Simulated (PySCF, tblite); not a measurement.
# C₆H₆ClO radical: geometry, infrared bands and EPR parameters

What infrared bands and EPR parameters should C₆H₆ClO radical (`[CH2]OC1=CC(Cl)=CC1`) show?

Computed with tblite 0.8.0 and PySCF 2.14.0, with density-fitted response routines of our own, on a single molecule in the gas phase. Atoms are numbered from 0 throughout.

### Step 1. The starting structure

14 atoms, charge 0, multiplicity 2; geometry from: force field or distance geometry start.

Bonds of the start (Å): C0–O1 1.44, O1–C2 1.39, C2–C3 1.34, C3–C4 1.45, C4–Cl5 1.76, C4–C6 1.32, C6–C7 1.50, C7–C2 1.48, C0–H8 1.12, C0–H9 1.11, C3–H10 1.10, C6–H11 1.10, C7–H12 1.10, C7–H13 1.13.

### Step 2. Optimising the geometry with GFN2-xTB

What the job is given:

```
{"job": {"kind": "relax", "xc": "GFN2-xTB", "basis": "xTB"}, "charge": 0, "multiplicity": 2}
C      2.731300     0.158900     0.418300
O      1.623200    -0.651400     0.849400
C      0.348200    -0.337200     0.398400
C     -0.237300     0.819300     0.719100
C     -1.552400     0.837300     0.099100
Cl    -2.656500     2.194900     0.275900
C     -1.741600    -0.267700    -0.604900
C     -0.534000    -1.140200    -0.473200
H      2.278500     1.098700     0.007300
H      3.166400    -0.347000    -0.472300
H      0.213000     1.581600     1.365900
H     -2.654700    -0.502700    -1.172300
H     -0.086900    -1.359400    -1.452800
H     -0.897800    -2.085700     0.020000
```

Run with:

```
$ OMP_NUM_THREADS=1 python probes_run.py task.json out
```

One launch serves the whole session: the jobs run in the order shown.

**Question.** This job is followed by: GFN2-xTB harmonic vibrations, gas phase; UKS B3LYP, pcH-1 on C Cl H O, non-relativistic, mean-field spin-orbit, GIAO. Predict these results of the whole session: strongest single infrared mode (GFN2-xTB); zero-point energy (GFN2-xTB); g(iso) (B3LYP); ⟨S²⟩; largest a(iso) (averaged by class); potential on the surface of density 0.002 e/bohr³, 1st and 99th percentile.

**Answer**, as computed:

| quantity | value |
| --- | --- |
| strongest single infrared mode (GFN2-xTB) | 1295 cm⁻¹, 81 km/mol |
| zero-point energy (GFN2-xTB) | 61.8 kcal/mol |
| g(iso) (B3LYP) | 2.00286 |
| ⟨S²⟩ | 0.760 (exact 0.75) |
| largest a(iso) (averaged by class) | 13C on C0, 79.4 MHz |
| potential on the surface of density 0.002 e/bohr³, 1st and 99th percentile | -0.61 V and 1.22 V |

In words: Relaxing lowered the energy by 1.318 eV in 79 steps; the close pair that moved most is C0–O1, from 1.439 to 1.331 Å. No mode is imaginary among the 36: a minimum at this level. The strongest single mode, at 1295 cm⁻¹, is spread over several atoms, C3, C4, C2, O1 among them. GFN2-xTB is a fitted tight-binding method: band positions and strengths are rough. Its intensities can rank the bands wrongly. C0 carries the largest spin population, 0.92 e. The isotropic g lies 0.5 ppt above the free-electron value. The conformer search found further structures of the same energy, which may be mirror or relabelled copies of this one.
